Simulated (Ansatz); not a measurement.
Task: a phonon calculation by linear response of P, space group R-3m, with the Python package of Ansatz (0.2.0). Give the script and its output. Level of theory: PBEsol, PAW, cutoff 422 eV, 8×8×8 k-points, Fermi-Dirac smearing of 0.05 eV.

`p.vasp`
```text
P
1.0
   1.72572518    0.99634790    3.12968001
  -1.72572518    0.99634790    3.12968001
   0.00000000   -1.99269579    3.12968001
P
2
Direct
   0.22708025    0.22708025    0.22708025
   0.77291975    0.77291975    0.77291975
```

`dfpt_p.py`:
```python
"""Zone-centre and zone-boundary phonons of P by linear response."""

from dataclasses import dataclass
from pathlib import Path
import warnings

import ansatz as az
from ase.io import read
import numpy as np


@dataclass
class RunConfig:
    filling: str = "fermi_dirac"
    sigma: float = 0.05
    mesh: tuple[int, ...] = (8, 8, 8)


cfg = RunConfig()

warnings.simplefilter("ignore", az.DeckWarning)

atoms = read("p.vasp", format="vasp")
material = az.Crystal.from_ase(atoms)

setup = (
    material.calculation()
    .basis(31 * az.Ry)
    .occupations(cfg.filling, width=cfg.sigma)
    .functional(az.Functional.PBESOL)
    .kpoints(*cfg.mesh)  # sampling of the Brillouin zone
    .phonons("dfpt", points=[(0, 0, 0), (0.5, 0.5, 0.5), (0.5, 0, 0.5)])
)
done = setup.run(runs_dir="runs")
ph = done.phonons

for q in ph.qpoints:
    thz = np.asarray(q.omega_inv_cm) / 33.35641
    print("q = ({:.2f}, {:.2f}, {:.2f})".format(*q.q_frac), np.round(thz, 2) + 0.0, "THz")
```

```console
$ python dfpt_p.py
RunWarning: eigensolver did not converge (k=2): 1 band(s) unlocked after 20 sweeps at ethr=1.00e-12 eV (lowest unlocked band 8, counted from 0; max residual 2.61e-5 eV among the unlocked bands, 2.61e-5 eV over every band); it also stands for any lines of this [...]
q = (0.00, 0.00, 0.00) [ 0.    0.    0.    9.04  9.04 10.44] THz
q = (0.50, 0.50, 0.50) [ 1.1   3.99  3.99 11.04 11.04 12.64] THz
q = (0.50, 0.00, 0.50) [ 4.35  4.9   6.8   8.8   8.86 10.6 ] THz
```
(Warnings from the package without file and line, shortened.)

Notes:
- The cell isn't relaxed first, so the values belong to this volume.
- The mesh is modest for a metal, so energies can be off by several to tens of meV an atom and pressures by half a GPa or more; differences at equal mesh fare better.
- This isn't the structure that P takes at ambient conditions.
- The structure is taken as given; imaginary modes can come from an unrelaxed or unstable start.
- The script silences the warnings on its input, which a real study should read.
- The whole script took 28 s on 1 thread of Arm Neoverse V1 (shared host), peak memory 0.59 GiB.
